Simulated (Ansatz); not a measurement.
# CH4ClFSSi: the cost of one run

Computed with Ansatz 0.2.0, driven from Python. The levels of theory stand in the script.

## (1) The structure

Bond lengths: F1–C2 1.312 Å, C2–Si3 1.857 Å, Si3–S4 2.218 Å, Si3–Cl5 2.040 Å, C2–H6 1.081 Å, C2–H7 1.121 Å, Si3–H8 1.419 Å, S4–H9 1.335 Å. Angles: F1–C2–Si3 110.8°, F1–C2–H6 105.2°, F1–C2–H7 107.9°, Si3–C2–H6 113.0°, Si3–C2–H7 113.0°, H6–C2–H7 106.5°, C2–Si3–S4 107.4°, C2–Si3–Cl5 111.6°, C2–Si3–H8 113.4°, S4–Si3–Cl5 106.4°, S4–Si3–H8 108.6°, Cl5–Si3–H8 109.2°, Si3–S4–H9 91.1°.

ch4clfssi.xyz, read by the script:

```xyz
9

F    -0.71910    1.11240    1.88800
C     0.22000    0.46780    1.23690
Si   -0.40740   -0.13040   -0.40540
S     1.20360   -1.34370   -1.32730
Cl   -0.76290    1.41970   -1.68290
H     0.51710   -0.33750    1.89320
H     1.10580    1.14800    1.14580
H    -1.57560   -0.92950   -0.30460
H     0.50710   -1.45310   -2.46070
```

## (2) The code

The input, disp_ch4clfssi.py:

```python
import ansatz as az

BASIS = 'def2-SVP'


def main() -> None:
    molecule = az.Crystal.molecule_from_extxyz('ch4clfssi.xyz')

    calculation = molecule.calculation().basis(gaussian=BASIS)
    for name in ['blyp', 'r2scan']:
        for correction in ('d3bj', 'd4'):
            report = calculation.functional(name, dispersion=correction).run(threads=1).report
            print(f'{name:8s} {correction:5s} total {report["free_energy_ev"]:.5f} eV, of which dispersion {1000 * report["dispersion"]["energy"]["ev"]:.2f} meV')


if __name__ == '__main__':
    main()
```

## (3) The calls as engine input

The package turns the script's settings into the engine's input (first run):

```yaml
crystal:
  periodic: [false, false, false]
  atoms:
    - { symbol: F, position_ang: [-0.7191, 1.1124, 1.888] }
    - { symbol: C, position_ang: [0.22, 0.4678, 1.2369] }
    - { symbol: Si, position_ang: [-0.4074, -0.1304, -0.4054] }
    - { symbol: S, position_ang: [1.2036, -1.3437, -1.3273] }
    - { symbol: Cl, position_ang: [-0.7629, 1.4197, -1.6829] }
    - { symbol: H, position_ang: [0.5171, -0.3375, 1.8932] }
    - { symbol: H, position_ang: [1.1058, 1.148, 1.1458] }
    - { symbol: H, position_ang: [-1.5756, -0.9295, -0.3046] }
    - { symbol: H, position_ang: [0.5071, -1.4531, -2.4607] }
basis:
  gaussian:
    orbitals: def2-SVP
hamiltonian:
  xc: blyp
  dispersion: d3bj
```

## (4) The run

On the command line:

```sh
$ python disp_ch4clfssi.py
```

Q: Estimate wall time and peak memory on 1 thread of Arm Neoverse V2, shared host.

About 20 s, with a peak of 0.22 GiB.
